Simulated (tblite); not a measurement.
# C4H7ClSSi: the cost of one run

The runs use tblite 0.8.0 and PySCF 2.14.0, with density-fitted response routines of our own; the level of theory stands in each step. All values are computed, except where a source is named. Atoms are numbered from 0 throughout.

### Step 1. The starting structure

14 atoms, charge 0, multiplicity 1; geometry from: force field or distance geometry start.

Bonds of the start (Å): C0–C1 1.19, C1–C2 1.49, C2–C3 1.53, C2–S4 1.81, S4–Si5 2.13, Si5–Cl6 2.05, C0–H7 1.07, C2–H8 1.09, C3–H9 1.09, C3–H10 1.10, C3–H11 1.11, Si5–H12 1.48, Si5–H13 1.48.

### Step 2. Geometry optimisation with GFN2-xTB

The job: settings as JSON, then the geometry in Å.

```
{"job": {"kind": "relax", "xc": "GFN2-xTB", "basis": "xTB"}, "charge": 0, "multiplicity": 1}
C     -1.546000     1.949800     0.369900
C     -1.058400     0.869100     0.268200
C     -0.428700    -0.473600     0.173400
C     -1.512600    -1.515000    -0.110100
S      0.785000    -0.536700    -1.172200
Si     2.425200     0.602700    -0.423400
Cl     3.163400    -0.314000     1.249900
H     -1.995800     2.921600     0.453600
H      0.058400    -0.730800     1.115900
H     -2.058100    -1.329100    -1.030700
H     -1.084600    -2.530900    -0.156900
H     -2.258800    -1.532700     0.706500
H      3.512600     0.650300    -1.419000
H      1.997700     1.968900    -0.047200
```

Started as:

```console
OMP_NUM_THREADS=1 python probes_run.py task.json out
```

This one command runs all jobs of the session in turn.

**Question.** How long does this first job take on 1 thread of Arm Neoverse N1, shared host, and how much memory does it need?

About 1.4 s, with a peak of 0.18 GiB.
